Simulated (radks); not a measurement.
# The Coulomb parameter U of the 5d shell of Ta⁺

One table from this session's results is given with a row withheld; the runs are named, their logs left out.

Program: radks (a radial shooting solver on a logarithmic mesh, Libxc functionals) version 1. Level of theory: Dirac Kohn-Sham, PBE, spin-unpolarised, spherical densities, finite nucleus; open shells are shared between the two j in proportion to 2j + 1. These are calculated values, not measurements, unless marked.

### Starting point

| Property | Result |
| --- | --- |
| element | tantalum (Z = 73) |
| charge | +1 |
| electrons | 72 |
| configuration | [Xe] 4f14 5d3 6s1 |
| nuclear rms radius | 5.3507 fm |

The outer shells:

Ta⁺
```
[Xe] core
4f [↑↓][↑↓][↑↓][↑↓][↑↓][↑↓][↑↓]
5d [↑ ][↑ ][↑ ][  ][  ]
6s [↑ ]
```

The first run:

Settings of this run:

```text
Z 73
configuration [Xe] 4f14 5d3 6s1
relativity Dirac
functional pbe,pbe
spin unpolarised
j_filling average
nucleus finite rms 5.3507 fm
c 137.035999084
```

Run with:

```
python run_ks.py task.json out
```

The same process makes all the runs of this session.

Among the steps run: Start: [Xe] 4f14 5d3 6s1.

One of the session's tables, all rows but one given; the rest of the session is left out.

Radial moments (bohr):

```
level     <r>  outermost maximum (interpolated)  90 % within  nodes
5s1/2   1.102                             0.990         1.59      4
5p1/2   1.221                              1.07         1.79      3
5p3/2       ?                                 ?            ?      ?
4f5/2  0.6339                             0.439         1.06      0
4f7/2  0.6449                             0.444         1.08      0
6s1/2   3.074                              2.67         4.49      5
5d3/2   2.060                              1.54         3.27      2
5d5/2   2.138                              1.59         3.40      2
```

Estimate the missing values for 5p3/2.

The run gave: <r>: 1.327; outermost maximum (interpolated): 1.15; 90 % within: 1.95; nodes: 3. In the column «<r>» it lies between 5p1/2 (1.221) and 5d3/2 (2.060).
